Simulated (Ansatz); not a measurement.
# Cl5HOW: ionisation energy by level of theory

The task here is to estimate one member of a computed series from the others.

Program: Ansatz 0.2.0, Gaussian basis. Level of theory: unrestricted cation, the program's frozen cores in correlated methods. These are calculated values, not measurements.

Levels to be run: UKS PBE-D4/def2-TZVPP; UKS r2SCAN-D4/def2-TZVPP; UKS PBE0-D4/def2-TZVPP; UKS B3LYP-D4/def2-TZVPP; UKS wB97X-V/def2-TZVPP; UKS wB97M-V/def2-TZVPP; UKS B2PLYP/def2-TZVPP; UHF-CCSD(T)/def2-TZVPP; UHF-MP2/def2-QZVPP; extrapolation to the limit; then −ε(HOMO) from the neutral's earlier runs with LDA (SPW92), PBE-D4, revPBE-D4, BLYP-D4, r2SCAN-D4, B97M-V, PBE0-D4, B3LYP-D4, r2SCANh-D4, r2SCAN0-D4, HSE06-D4, BHLYP-D4, CAM-B3LYP-D4, LC-ωPBE, ωB97X-V, ωB97M-V.

## The geometry

All runs share one geometry, relaxed beforehand with PBE0-D4 in a triple-zeta def2 set. W takes the def2 core potential; no spin-orbit term is included.

8 atoms, charge 0, spin multiplicity 1.

Atoms are counted from 1 here; the program's logs count them from 0.

Bond lengths: O1–W2 1.850 Å, O1–H8 0.962 Å, W2–Cl3 2.332 Å, W2–Cl4 2.278 Å, W2–Cl5 2.288 Å, W2–Cl6 2.299 Å, W2–Cl7 2.299 Å. Angles: W2–O1–H8 131.6°, O1–W2–Cl3 83.9°, O1–W2–Cl4 92.9°, O1–W2–Cl5 170.6°, O1–W2–Cl6 92.0°, O1–W2–Cl7 92.0°, Cl3–W2–Cl4 176.8°, Cl3–W2–Cl5 86.7°, Cl3–W2–Cl6 91.3°, Cl3–W2–Cl7 91.4°, Cl4–W2–Cl5 96.5°, Cl4–W2–Cl6 88.7°, Cl4–W2–Cl7 88.8°, Cl5–W2–Cl6 88.2°, Cl5–W2–Cl7 88.2°, Cl6–W2–Cl7 175.4°.

Set-up of the first run:

Input file in.yaml:

```yaml
crystal:
  periodic: [false, false, false]
  atoms:
    - {symbol: O, position_ang: [-0.678970, -1.269522, 0.694724]}
    - {symbol: W, position_ang: [-0.004305, 0.195520, -0.211854]}
    - {symbol: Cl, position_ang: [1.643066, 0.146015, 1.438262]}
    - {symbol: Cl, position_ang: [-1.667484, 0.143501, -1.767436]}
    - {symbol: Cl, position_ang: [1.099446, 2.005404, -1.071646]}
    - {symbol: Cl, position_ang: [-1.279236, 1.651300, 1.028584]}
    - {symbol: Cl, position_ang: [1.259076, -1.140541, -1.591138]}
    - {symbol: H, position_ang: [-0.371582, -1.731695, 1.480495]}
basis:
  gaussian: {orbitals: def2-TZVPP}
total_charge: 1
magnetization: {spin_polarized: true, initial_magnetization: 1}
hamiltonian: {xc: pbe, dispersion: d4}
```

Run with:

```bash
$ ansatz run in.yaml --threads 2 --pin off --events-out ev --progress --plain --max-ram 32768MiB --backend cuda --devices 0, --max-vram 18GiB
```

Among the steps run: Cation, UKS PBE-D4/def2-TZVPP; Cation, UKS r2SCAN-D4/def2-TZVPP; Cation, UKS PBE0-D4/def2-TZVPP; Cation, UKS B3LYP-D4/def2-TZVPP; Cation, UKS wB97X-V/def2-TZVPP; Cation, UKS wB97M-V/def2-TZVPP; Cation, UKS B2PLYP (frozen core)/def2-TZVPP; Cation, UHF-CCSD(T)/def2-TZVPP; Cation, UHF-MP2/def2-QZVPP.

One table of the session follows, with a row left open; its other results are not shown here.

It belongs to the step «Ionisation energies side by side». For comparison, −ε(HOMO) of the neutral from earlier runs:

```
  functional  −ε(HOMO) (eV)
 LDA (SPW92)           7.71
      PBE-D4              ?
   revPBE-D4           7.50
     BLYP-D4           7.38
   r2SCAN-D4           7.93
      B97M-V           8.02
     PBE0-D4           8.91
    B3LYP-D4           8.63
  r2SCANh-D4           8.42
  r2SCAN0-D4           9.16
    HSE06-D4           8.51
    BHLYP-D4          10.12
CAM-B3LYP-D4          10.22
     LC-ωPBE          11.64
     ωB97X-V          11.26
     ωB97M-V          11.09
```

**Question.** Estimate the row for PBE-D4.

As computed: −ε(HOMO) (eV): 7.55. In the column «−ε(HOMO) (eV)» it lies between revPBE-D4 (7.50) and LDA (SPW92) (7.71).
